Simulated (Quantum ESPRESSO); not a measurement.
# GaSb3: single point with PBEsol

GaSb3:

```
CELL_PARAMETERS angstrom
0.00000 3.73060 3.73060
3.73060 0.00000 3.73060
3.73060 3.73060 0.00000
ATOMIC_POSITIONS crystal
Sb 0.50031 0.50350 0.49744
Sb 0.75419 0.75328 0.75013
Sb 0.24185 0.26492 0.25236
Ga 0.00685 0.00417 0.99441
```

The cell comes from a database or a generator and needn't be the stable form of this composition.

The cell isn't the ideal one: atoms moved at random, drawn with an rms of 0.05 Å.

```
Program             : Quantum ESPRESSO 7.5
Task                : single point
Functional          : PBEsol
Potentials or basis : GBRV 1.5 PBEsol
Cutoff              : 762 eV
Density cutoff      : 6095 eV
k mesh              : 6 × 6 × 6
Occupations         : fermi-dirac, width 0.05 eV
Spin                : no spin polarisation
Mixing beta         : 0.5
Most SCF iterations : 120
SCF threshold       : 8e-10 Ry
```

| Property | Result |
| --- | --- |
| Pressure | -3.3 GPa |
| Largest force | 0.045 eV/Å |
| Band gap on the k mesh | none (metal or under the smearing width) |

Forces in eV/Å, atoms in the order of the input:
```
Sb  -0.005  0.012  0.019
Sb   0.038 -0.024 -0.008
Sb  -0.026  0.019  0.002
Ga  -0.007 -0.007 -0.013
```

Stress tensor (GPa, compression positive):
```
-3.35 -0.01 -0.28
-0.01 -3.34  0.39
-0.28  0.39 -3.36
```

Levels at points of the mesh, in eV from the Fermi level:
| k point | band 29 | band 30 | band 31 | band 32 | band 33 | band 34 | band 35 | band 36 |
| --- | --- | --- | --- | --- | --- | --- | --- | --- |
| (0.00, 0.00, 0.00) | -2.70 | -2.67 | -2.57 | -2.47 | -2.39 | -0.92 | -0.81 | -0.69 |
| (0.00, 0.00, -0.50) | -3.56 | -2.81 | -2.63 | -0.50 | -0.18 | 1.91 | 2.00 | 2.80 |
| (0.00, -0.50, -0.50) | -5.27 | 0.47 | 0.81 | 0.92 | 0.94 | 1.74 | 1.79 | 1.95 |
| (0.50, 0.50, 0.50) | -3.56 | -2.81 | -2.62 | -0.52 | -0.17 | 1.90 | 1.97 | 2.81 |
| (-0.50, 0.00, 0.00) | -3.61 | -2.74 | -2.63 | -0.57 | -0.14 | 1.87 | 1.90 | 2.85 |
| (0.00, -0.50, 0.00) | -3.59 | -2.81 | -2.69 | -0.46 | -0.20 | 1.98 | 2.03 | 2.80 |
| (-0.50, 0.00, -0.50) | -5.27 | 0.46 | 0.80 | 0.94 | 0.96 | 1.73 | 1.77 | 1.97 |
| (-0.50, -0.50, 0.00) | -5.27 | 0.46 | 0.80 | 0.95 | 0.96 | 1.72 | 1.76 | 1.98 |

It took 5.6 min on 2 MPI ranks on Arm Neoverse V2 (shared host), peak memory 0.88 GiB a rank.

The run has no spin-orbit coupling, so splittings on Sb are missing.
